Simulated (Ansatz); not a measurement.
**C₂H₆Cl₂Si: small, medium and large basis sets**

Aim: see how fast density functionals converge with the basis set for C₂H₆Cl₂Si.

Method: one geometry, several basis sets; program: Ansatz 0.2.0, Gaussian basis.

Plan: PBE0-D4/def2-SVP; ωB97M-V/def2-SVP; PBE0-D4/def2-QZVPP; ωB97M-V/def2-QZVPP; the functionals' def2-TZVPP values are taken from earlier runs.

## (1) The geometry

An earlier PBE0-D4 in a triple-zeta def2 set relaxation fixed the geometry.

SMILES `C[Si](C)(Cl)Cl`, 11 atoms, charge 0, spin multiplicity 1.

Atoms are counted from 1 here; the program's logs count them from 0.

Bond lengths: C1–Si2 1.851 Å, C1–H6 1.093 Å, C1–H7 1.091 Å, C1–H8 1.093 Å, Si2–C3 1.851 Å, Si2–Cl4 2.058 Å, Si2–Cl5 2.058 Å, C3–H9 1.093 Å, C3–H10 1.091 Å, C3–H11 1.093 Å. Angles: Si2–C1–H6 110.3°, Si2–C1–H7 110.5°, Si2–C1–H8 110.3°, H6–C1–H7 108.5°, H6–C1–H8 108.7°, H7–C1–H8 108.5°, C1–Si2–C3 114.5°, C1–Si2–Cl4 108.6°, C1–Si2–Cl5 108.6°, C3–Si2–Cl4 108.6°, C3–Si2–Cl5 108.6°, Cl4–Si2–Cl5 107.7°, Si2–C3–H9 110.3°, Si2–C3–H10 110.5°, Si2–C3–H11 110.3°, H9–C3–H10 108.5°, H9–C3–H11 108.7°, H10–C3–H11 108.5°.

## (2) PBE0-D4 in def2-SVP

in.yaml reads:

```yaml
crystal:
  periodic: [false, false, false]
  atoms:
    - {symbol: C, position_ang: [-1.467869, 0.257201, 0.573451]}
    - {symbol: Si, position_ang: [0.057997, 0.400378, -0.463684]}
    - {symbol: C, position_ang: [1.415697, -0.766983, 0.003571]}
    - {symbol: Cl, position_ang: [-0.449923, 0.064359, -2.429673]}
    - {symbol: Cl, position_ang: [0.769913, 2.326344, -0.322747]}
    - {symbol: H, position_ang: [-1.233688, 0.459249, 1.621465]}
    - {symbol: H, position_ang: [-2.223196, 0.972423, 0.243270]}
    - {symbol: H, position_ang: [-1.885812, -0.749377, 0.495227]}
    - {symbol: H, position_ang: [1.726746, -0.591986, 1.036348]}
    - {symbol: H, position_ang: [2.280789, -0.627536, -0.647003]}
    - {symbol: H, position_ang: [1.074845, -1.800971, -0.089625]}
basis:
  gaussian: {orbitals: def2-SVP}
hamiltonian: {xc: pbe0, dispersion: d4}
output: {orbitals: {seedname: orbitals}}
```

On the command line:

```sh
ansatz run in.yaml --threads 4 --pin off --events-out ev --progress --plain --max-ram 10444MiB
```

Further steps of the session: ωB97M-V in def2-SVP; PBE0-D4 in def2-QZVPP; ωB97M-V in def2-QZVPP.

**Question.** What will the summary of the whole plan be? Wanted: PBE0-D4: double and triple zeta above quadruple; ωB97M-V: double and triple zeta above quadruple.

As calculated:

```
                                       quantity           value
PBE0-D4: double and triple zeta above quadruple  15.07, 1.13 eV
ωB97M-V: double and triple zeta above quadruple  15.09, 1.08 eV
```

What this shows: PBE0-D4 gains 13.94 eV from double to triple zeta, then 1.13 eV more. Total energies overstate the basis error of differences, where much of it tends to cancel. The LUMO of ωB97M-V is positive and keeps falling with the basis (3.11 to 1.55 eV): an unbound level that the basis holds in place.
